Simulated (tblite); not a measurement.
# How the settings of tblite move a run on AlN

Simulated with tblite 0.8.0. This is a test of settings. The cell began as a database structure and was relaxed with r2SCAN in plane waves (Ansatz 0.2.0). All runs are without spin polarisation.

Space group F-43m (No. 216), cubic; conventional cell a = 4.370 Å, 10.43 Å³ an atom. Around Al lie 4 N at 1.89 Å; around N lie 4 Al at 1.89 Å.

The base run uses GFN1-xTB on a cluster of 64 atoms.

```python
import json
from ase import Atoms
from ase.build import make_supercell
from ase.units import Bohr, GPa, Hartree
from tblite.interface import Calculator

atoms = Atoms(['Al', 'N'],
              cell=[[0.0, 2.18487648, 2.18487648], [2.18487648, 0.0, 2.18487648], [2.18487648, 2.18487648, 0.0]],
              scaled_positions=[[0.0, 0.0, 0.0], [0.75, 0.75, 0.75]],
              pbc=True)
cluster = make_supercell(atoms, [[-2, 2, 2], [-2, -2, 2], [2, -2, 2]])
calc = Calculator('GFN1-xTB', cluster.numbers, cluster.positions / Bohr, lattice=cluster.cell[:] / Bohr, periodic=cluster.pbc)
calc.set('temperature', 0.02 / Hartree)
calc.set('max-iter', 150)
res = calc.singlepoint()
levels = res.get('orbital-energies') * Hartree
nv = round(res.get('orbital-occupations').sum() / 2)
cells = len(cluster) // len(atoms)
out = {'energy_per_cell': res.get('energy') * Hartree / cells, 'homo': levels[nv - 1], 'lumo': levels[nv],
       'stress': (-res.get('virial') * Hartree / cluster.get_volume() / GPa).tolist(), 'charges': res.get('charges')[:len(atoms)].tolist(), 'electrons': 2 * nv / cells}
json.dump(out, open('results.json', 'w'))
for key, value in out.items():
    print(key, value)
```

Command: `python run.py`. It took 6.8 s on 1 thread of Arm Neoverse V1 (shared host), peak memory 0.12 GiB.

It converged with a gap of 0.67 eV and a pressure of 31.79 GPa (positive in compression). xTB was fitted to molecules, so gaps, charges and pressures of solids can be far off.

Each further run moved one setting: method (Hamiltonian); mixer-damping (damping of the charge mixer); accuracy (scale of the thresholds); charge (charge of the whole cluster); cluster (size of the cluster in conventional cells). Changes are from the base run, which isn't itself converged in every setting; energies of another Hamiltonian, functional, basis or charge aren't compared, and those at a high electronic temperature are mostly its entropy term.

```csv
setting,how it ended,gap change (eV),energy change (meV/atom),pressure change (GPa),time (s)
method = IPEA1-xTB,converged,2.71,–,-39.52,8.2
mixer-damping = 0.7,converged,0.00,0.0,0.00,6.9
accuracy = 0.01,converged,0.00,0.0,0.00,6.9
charge = 2.0 (poor on purpose),converged,–,–,–,6.7
cluster = 1x1x1 (poor on purpose),converged,-0.62,1349.9,23.91,1.4
```

mixer-damping = 0.7 changes nothing that matters here. accuracy = 0.01 changes nothing that matters here.
